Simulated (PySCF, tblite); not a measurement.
# C7H9O radical: geometry, infrared bands and EPR parameters

Wanted: the infrared bands and EPR parameters of C7H9O radical (`C=[C][C@@H](C)/C=C\C=O`), by calculation.

The runs use tblite 0.8.0 and PySCF 2.14.0, with density-fitted response routines of our own; the level of theory stands in each step. All values are computed, except where a source is named. Atoms are numbered from 0 throughout.

### Step 1. The starting structure

17 atoms, charge 0, multiplicity 2; geometry from: force field or distance geometry start.

Bonds of the start (Å): C0–C1 1.31, C1–C2 1.53, C2–C3 1.52, C2–C4 1.45, C4–C5 1.30, C5–C6 1.45, C6–O7 1.26, C0–H8 1.08, C0–H9 1.09, C2–H10 1.10, C3–H11 1.12, C3–H12 1.08, C3–H13 1.11, C4–H14 1.09, C5–H15 1.08, C6–H16 1.07.

### Step 2. Optimising the geometry with GFN2-xTB

What the job is given:

```
{"job": {"kind": "relax", "xc": "GFN2-xTB", "basis": "xTB"}, "charge": 0, "multiplicity": 2}
C     -2.041000     1.541200     0.680100
C     -1.168500     1.212600    -0.245700
C     -0.317900    -0.042200    -0.053300
C     -1.256900    -1.163600    -0.482000
C      0.812100     0.115900    -0.952500
C      2.047500     0.003300    -0.573700
C      2.471300    -0.285700     0.786200
O      3.710100    -0.360800     1.006500
H     -2.628300     2.433000     0.532100
H     -2.236700     0.975400     1.590800
H     -0.084100    -0.138200     1.015100
H     -0.824500    -2.156500    -0.210100
H     -1.557700    -1.124900    -1.522000
H     -2.189200    -1.045200     0.108200
H      0.614500     0.346800    -1.998500
H      2.824900     0.140500    -1.313300
H      1.817300    -0.439800     1.622300
```

The run is started by

```
$ OMP_NUM_THREADS=1 python probes_run.py task.json out
```

One launch serves the whole session: the jobs run in the order shown.

**Question.** This job is followed by: GFN2-xTB harmonic vibrations, gas phase; UKS B3LYP, pcH-1 on C H O, non-relativistic, mean-field spin-orbit, GIAO. What will the session give for the following? strongest single infrared mode (GFN2-xTB); zero-point energy (GFN2-xTB); g(iso) (B3LYP); ⟨S²⟩; largest a(iso); surface potential, 1st and 99th percentile.

**Answer**, as computed:

| quantity | value |
| --- | --- |
| strongest single infrared mode (GFN2-xTB) | 1606 cm⁻¹, 304 km/mol |
| zero-point energy (GFN2-xTB) | 84.7 kcal/mol |
| g(iso) (B3LYP) | 2.00484 |
| ⟨S²⟩ | 0.763 (exact 0.75) |
| largest a(iso) | 13C on C2, 54.2 MHz |
| surface potential, 1st and 99th percentile | -1.94 V and 1.10 V |

In words: Over 167 steps the energy fell by 1.869 eV; of the close pairs, C1–C4 changed most, 2.372 to 1.498 Å. No mode is imaginary among the 45: a minimum at this level. The strongest single mode, at 1606 cm⁻¹, moves mainly C6 and O7. GFN2-xTB is a fitted tight-binding method: band positions and strengths are rough. Its intensities can rank the bands wrongly. The structure rearranged or came apart on optimisation; the results belong to the end geometry, not to the formula as drawn. C5 carries the largest spin population, 0.72 e. The isotropic g lies 2.5 ppt above the free-electron value.
